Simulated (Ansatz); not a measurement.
# La2NiO4: one geometry, two states

Aim: solve La2NiO4 (a crystal from a database, its volume scaled a little) from each of its saved states, at one geometry and mesh, and see which is lowest and how they differ.

All numbers below are computed with Ansatz 0.2.0 (DFT, r2SCAN, with U_eff = 1.89 eV on Ni d, plane waves, PAW).

## 1. The cell

It takes space group I4/mmm (No. 139, tetragonal). The conventional cell has a = 3.896 Å, b = 3.896 Å, c = 12.733 Å, α = 90.00°, β = 90.00°, γ = 90.00°. La (site symmetry 4mm) has 5 O at 2.35 to 2.63 Å as nearest neighbours. Around Ni (site symmetry 4/mmm) lie 6 O at 1.95 to 2.25 Å. Around O (site symmetry mmm) lie 2 Ni at 1.95 Å and 4 La at 2.63 Å. O (site symmetry 4mm) has 1 Ni at 2.25 Å and 1 La at 2.35 Å as nearest neighbours.

Structure file:

```
La Ni O
1.0
    -1.94782    1.94782    6.36655
     1.94782   -1.94782    6.36655
     1.94782    1.94782   -6.36655
La Ni O
2 1 4
Direct
  0.36140 0.36140 0.00000
  0.63860 0.63860 0.00000
  0.00000 0.00000 0.00000
  0.50000 0.00000 0.50000
  0.00000 0.50000 0.50000
  0.17700 0.17700 0.00000
  0.82300 0.82300 0.00000
```

The cell carries a charge of -1 e on a uniform background.

The states: A, Ni3 up (collinear spin); B, no atom with a moment over 0.3 μB (no spin polarisation). Each run reads its own saved solution as saved_state.

## 2. State A: the run

input.yaml reads:

```yaml
crystal:
  lattice:
    - [-1.94782356, 1.94782356, 6.36654865]
    - [1.94782356, -1.94782356, 6.36654865]
    - [1.94782356, 1.94782356, -6.36654865]
  atoms:
    - { symbol: La, position: [0.3614, 0.3614, 0.0] }
    - { symbol: La, position: [0.6386, 0.6386, 0.0] }
    - { symbol: Ni, position: [0.0, 0.0, 0.0] }
    - { symbol: O, position: [0.5, 0.0, 0.5] }
    - { symbol: O, position: [0.0, 0.5, 0.5] }
    - { symbol: O, position: [0.177, 0.177, 0.0] }
    - { symbol: O, position: [0.823, 0.823, 0.0] }
  symmetry: { detect: false, time_reversal: true }
kpoints:
  mp_grid: { grid: [6, 6, 6], shift: [0, 0, 0] }
  band_path:
    path:
      - [0.0, 0.0, 0.0]
      - [0.0, 0.0, 0.5]
      - [0.25, 0.25, 0.25]
      - [0.0, 0.5, 0.0]
      - [0.0, 0.0, 0.0]
      - [0.5, 0.5, -0.5]
      - [0.27340082, 0.72659918, -0.27340082]
      - [-0.27340082, 0.27340082, 0.27340082]
      - [0.0, 0.0, 0.0]
      - [0.0, 0.0, 0.5]
      - [-0.04680164, 0.04680164, 0.5]
    npoints: 6
magnetization:
  spin_polarized: true
scf:
  occupations: { method: fermi_dirac }
  lower_state_search: "off"
  max_iter: 200
hamiltonian:
  pseudopotentials: { kind: paw }
  xc: r2scan
  hubbard:
    projectors: all-electron-ortho-atomic
    sites: [{ species: Ni, l: d, u_eff: 1.89 }]
total_charge: -1
basis:
  ecutwfc: 500
  fft_grid_basis: typed
output:
  forces: true
  stress: true
  eigenvalues: true
  bader: true
  populations: true
  elf: true
  write_potential: true
  volumetric_format: npy
  dos:
    e_range: [-12, 8]
    de: 0.05
    projected: { site_lists: { La: [La], Ni: [Ni], O: [O] } }
checkpoint:
  read: saved_state
```

What it wrote (excerpt; [...] marks lines left out):

```text
Warning: RAYON_NUM_THREADS=1 ignored (pool sized by the plan → 1); use --threads N
La: projections on atomic orbitals take those of the free atom [Kr 4d10] 4f0 5s2 5p6 5d1 6s2, of charge +0.00 (hamiltonian.pseudopotentials.projection_atoms); the dataset's partial waves leave at most 1.9e-5 of an orbital's norm unspanned inside its sphere
Ni: projections on atomic orbitals take those of the free atom [Ne] 3s2 3p6 3d8 4s2, of charge +0.00 (hamiltonian.pseudopotentials.projection_atoms); the dataset's partial waves leave at most 1.6e-6 of an orbital's norm unspanned inside its sphere
O: projections on atomic orbitals take those of the free atom [He] 2s2 2p4, of charge +0.00 (hamiltonian.pseudopotentials.projection_atoms); the dataset's partial waves leave at most 1.9e-8 of an orbital's norm unspanned inside its sphere
band count auto-derived: 41 (N_el = 65.0; filled up to band 33; 40 by the electrons, moments and atoms)
[...]
Pseudopotentials: kind: paw
Pseudopotential: La, paw, valence charge 11, recommended cutoff 500 eV (meta_gga), La.paw.azcp
Pseudopotential: Ni, paw, valence charge 18, recommended cutoff 500 eV (meta_gga), Ni.paw.azcp
Pseudopotential: O, paw, valence charge 6, recommended cutoff 500 eV (meta_gga), O.paw.azcp
Functional definition: r2SCAN
[...]
Crystal: 7 atoms, lattice volume = 96.619 Å³
Basis set: ecut = 500 eV, 2471 PW (Γ), exchange–correlation on 216×216×216 points (64 copies of the dense FFT grid, shifted against one another)
[...]
E sigma→0 (E₀):  -20644.048412 eV
Entropy (-TS):   -0.088434 eV (-12.633 meV/atom)
Fermi energy:    14.956933 eV
[...]
--- Forces (eV/Å), atoms counted from 1 ---
  atom   1  La     0.00000026    -0.00000059     0.21891747
  atom   2  La    -0.00000026     0.00000057    -0.21891795
  atom   3  Ni     0.00000001     0.00000002     0.00000011
  atom   4  O     -0.00000001     0.00000001    -0.00000005
  atom   5  O     -0.00000003    -0.00000000    -0.00000005
  atom   6  O      0.00000355     0.00000230     0.82679323
  atom   7  O     -0.00000357    -0.00000232    -0.82679333
[...]
--- Stress (GPa, compression-positive) ---
      -11.432355       0.000032      -0.000014
        0.000041     -11.432941      -0.000016
       -0.000078      -0.000067     -10.621479
  P = ⅓ Tr σ = -11.1623 GPa (-111.623 kbar)
--- Band table (eV; the first three rows and the last of 224) ---
[...]
Occupation matrices written to <dir>
--- Löwdin populations: 7 sites ---
  site symbol       q [e]    m [muB]
     0     La     10.3210    -0.0244
     1     La     10.3210    -0.0244
     2     Ni     16.9405     1.3541
     3      O      6.8357     0.1024
     4      O      6.8357     0.1024
     5      O      6.7523     0.0376
     6      O      6.7523     0.0376
  spilling = 0.003717 (of n_electrons = 65.000000)
--- Bader charges: 7 sites ---
  site symbol  charge [e]  shift [e]    m [muB]
     0     La      1.8470     0.0001    -0.0172
     1     La      1.8470     0.0001    -0.0172
     2     Ni      1.0311     0.0069     1.4061
     3      O     -1.3959     0.0036     0.0744
     4      O     -1.3959     0.0036     0.0744
     5      O     -1.4666     0.0003     0.0312
     6      O     -1.4666     0.0003     0.0312
  estimated error of the sums over rays = 3.7e-4 e
```

Run time: 8.2 min. Hardware: 1 thread of an Arm CPU, shared host; peak memory 2 GiB.

## 3. What state A looks like

Counts of states in windows (eV from the Fermi level; tetrahedra), total and projected:

```
from    to  total    up  down  La d  La f  Ni d   O p
-8.0  -7.0   4.59  2.51  2.08  0.49  0.04  0.69  3.05
-7.0  -6.0   8.43  4.10  4.33  1.11  0.09  0.98  5.87
-6.0  -5.0   6.94  3.42  3.53  0.38  0.20  0.49  5.61
-5.0  -4.0   3.21  1.82  1.39  0.09  0.06  0.93  2.04
-4.0  -3.0   4.46  2.90  1.56  0.12  0.04  3.15  1.07
-3.0  -2.0   2.14  0.70  1.43  0.05  0.02  1.41  0.60
-2.0  -1.0   0.31  0.29  0.03  0.04  0.01  0.11  0.14
-1.0   0.0   0.80  0.30  0.50  0.31  0.16  0.23  0.08
 0.0   1.0   6.00  2.57  3.43  1.29  3.57  0.62  0.26
```

The bands computed are complete only to about 1.2 eV above the Fermi level.

By element, from the tables in the log (a charge is positive for electrons lost): Löwdin charges also hold the electrons that the projection spills.

```
element  atoms  Bader charge (e)  Bader volume (Å³)  Löwdin charge (e)  Bader moment, size (μB)
     La      2             +1.85               18.8              +0.68                     0.02
     Ni      1             +1.03                8.3              +1.06                     1.41
      O      4    -1.47 to -1.40       10.8 to 14.5     -0.84 to -0.75             0.03 to 0.07
```

The Löwdin projection spills 0.4 % of the electrons and depends on the orbitals chosen; where it disagrees with Bader's partition, neither is an observable.

Eigenvalues of the corrected shells' occupation matrices:

```
atom  shell  spin               eigenvalues
 Ni3      d    up  0.98 0.98 0.99 0.99 0.99
 Ni3      d  down  0.17 0.46 0.98 0.98 0.98
```

The main site moments: Ni3 up.

## 4. State B: the run

Edit input.yaml of step 2 so:

```diff
@@ -13,21 +13,6 @@
     - { symbol: O, position: [0.823, 0.823, 0.0] }
-  symmetry: { detect: false, time_reversal: true }
 kpoints:
   mp_grid: { grid: [6, 6, 6], shift: [0, 0, 0] }
-  band_path:
-    path:
-      - [0.0, 0.0, 0.0]
-      - [0.0, 0.0, 0.5]
-      - [0.25, 0.25, 0.25]
-      - [0.0, 0.5, 0.0]
-      - [0.0, 0.0, 0.0]
-      - [0.5, 0.5, -0.5]
-      - [0.27340082, 0.72659918, -0.27340082]
-      - [-0.27340082, 0.27340082, 0.27340082]
-      - [0.0, 0.0, 0.0]
-      - [0.0, 0.0, 0.5]
-      - [-0.04680164, 0.04680164, 0.5]
-    npoints: 6
 magnetization:
-  spin_polarized: true
+  spin_polarized: false
 scf:
```

What it wrote (excerpt; [...] marks lines left out):

```text
Warning: RAYON_NUM_THREADS=1 ignored (pool sized by the plan → 1); use --threads N
La: projections on atomic orbitals take those of the free atom [Kr 4d10] 4f0 5s2 5p6 5d1 6s2, of charge +0.00 (hamiltonian.pseudopotentials.projection_atoms); the dataset's partial waves leave at most 1.9e-5 of an orbital's norm unspanned inside its sphere
Ni: projections on atomic orbitals take those of the free atom [Ne] 3s2 3p6 3d8 4s2, of charge +0.00 (hamiltonian.pseudopotentials.projection_atoms); the dataset's partial waves leave at most 1.6e-6 of an orbital's norm unspanned inside its sphere
O: projections on atomic orbitals take those of the free atom [He] 2s2 2p4, of charge +0.00 (hamiltonian.pseudopotentials.projection_atoms); the dataset's partial waves leave at most 1.9e-8 of an orbital's norm unspanned inside its sphere
[...]
Pseudopotentials: kind: paw
[...]
  atom   6  O      0.00000000     0.00000000     1.64548443
  atom   7  O     -0.00000000     0.00000000    -1.64548443
[...]
--- Stress (GPa, compression-positive) ---
      -17.625228      -0.000000      -0.000000
       -0.000000     -17.625228      -0.000000
       -0.000000      -0.000000      -6.424551
  P = ⅓ Tr σ = -13.8917 GPa (-138.917 kbar)
--- Band table (eV; the first three rows and the last of 30) ---
[...]
Occupation matrices written to <dir>
--- Löwdin populations: 7 sites ---
  site symbol       q [e]
     0     La     10.2938
     1     La     10.2938
     2     Ni     17.1535
     3      O      6.7658
     4      O      6.7658
     5      O      6.7459
     6      O      6.7459
  spilling = 0.003624 (of n_electrons = 65.000000)
--- Bader charges: 7 sites ---
  site symbol  charge [e]  shift [e]
     0     La      1.8700     0.0001
     1     La      1.8700     0.0001
     2     Ni      0.8591     0.0071
     3      O     -1.3413     0.0038
     4      O     -1.3413     0.0038
     5      O     -1.4583     0.0003
     6      O     -1.4583     0.0003
  estimated error of the sums over rays = 3.6e-4 e
```

It took 84 s on 1 thread of an Arm CPU, shared host; peak memory 1.3 GiB.

## 5. State B: levels and charges

States per cell by energy window, from dos.tsv and pdos.tsv (tetrahedra; eV from the Fermi level):

```
from    to  total  La d  La f  Ni d   O p
-8.0  -7.0   3.08  0.34  0.03  0.27  2.19
-7.0  -6.0   6.15  0.74  0.05  0.67  4.42
-6.0  -5.0   8.69  0.92  0.17  0.49  6.71
-5.0  -4.0   5.08  0.15  0.14  0.15  4.45
-4.0  -3.0   0.18  0.00  0.00  0.15  0.02
-3.0  -2.0   3.71  0.09  0.04  3.10  0.43
-2.0  -1.0   2.16  0.07  0.03  1.79  0.26
-1.0   0.0   2.81  0.29  0.13  1.94  0.33
 0.0   1.0   3.71  0.81  1.71  0.73  0.31
```

The bands computed are complete only to about 1.4 eV above the Fermi level.

Gathered by element (positive charge: electrons given up): Löwdin charges also hold the electrons that the projection spills.

```
element  atoms  Bader charge (e)  Bader volume (Å³)  Löwdin charge (e)
     La      2             +1.87               18.8              +0.71
     Ni      1             +0.86                8.5              +0.85
      O      4    -1.46 to -1.34       10.8 to 14.5     -0.77 to -0.75
```

The Löwdin projection spills 0.4 % of the electrons and depends on the orbitals chosen; where it disagrees with Bader's partition, neither is an observable.

Eigenvalues of the corrected shells' occupation matrices:

```
atom  shell  spin               eigenvalues
 Ni3      d  each  0.52 0.93 0.97 0.97 0.98
```

## 6. The states side by side

```
state  free energy (meV/atom)  largest site moment (μB)  size of the net moment (μB/cell)  gap (eV)  pressure (GPa)  largest force (eV/Å)  SCF cycles
    A                     0.0                      1.36                              1.58     metal               –                  0.83          12
    B                    82.1                         –                                 –     metal               –                  1.65          10
```

The cell is charged, so the pressure depends on the background and is left out.

**Reading.** State A wins by 82.1 meV per atom over B. The atoms are far from rest (forces to 1.6 eV/Å), so order and character hold for this geometry alone. Not all runs allow spin: where it is off, the gap in energy is mostly the cost of forbidding moments, not two ends of one search.

Keep in mind: an odd count of electrons without spin polarisation forces a partly filled band; the k mesh is coarse for a cell without a gap; charged cell with a uniform background.
